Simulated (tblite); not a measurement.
# C4H10Si2: the cost of one run

The runs use tblite 0.8.0 and PySCF 2.14.0, with density-fitted response routines of our own; the level of theory stands in each step. All values are computed, except where a source is named. Atoms count from 0, in the outputs and in this text.

## (1) The molecule as given

16 atoms, charge 0, multiplicity 1; geometry from: force field or distance geometry start.

Bonds of the start (Å): C0–C1 1.50, C1–C2 1.19, C2–C3 1.48, C3–Si4 1.86, Si4–Si5 2.22, C0–H6 1.12, C0–H7 1.12, C0–H8 1.11, C3–H9 1.10, C3–H10 1.11, Si4–H11 1.49, Si4–H12 1.47, Si5–H13 1.48, Si5–H14 1.46, Si5–H15 1.44.

## (2) Geometry optimisation with GFN2-xTB

What the job is given:

```
{"job": {"kind": "relax", "xc": "GFN2-xTB", "basis": "xTB"}, "charge": 0, "multiplicity": 1}
C      3.357100    -0.420700     0.518500
C      2.057400    -0.153000    -0.176300
C      1.018600     0.034100    -0.727400
C     -0.261500     0.290700    -1.431700
Si    -1.502300     0.961100    -0.221500
Si    -2.742900    -0.585100     0.777200
H      3.472200    -1.506100     0.753300
H      3.325500     0.184800     1.463300
H      4.216500    -0.098100    -0.100900
H     -0.141100     1.061400    -2.211500
H     -0.592100    -0.642000    -1.933100
H     -2.450400     1.859000    -0.931700
H     -0.750800     1.695900     0.812000
H     -4.030200     0.047600     1.128000
H     -2.086100    -0.911600     2.041000
H     -2.897500    -1.809100     0.031900
```

Launch:

```
> OMP_NUM_THREADS=1 python probes_run.py task.json out
```

This one command runs all jobs of the session in turn.

**Question.** How long does this first job take on 1 thread of Arm Neoverse N1, shared host?

About 1.4 s.
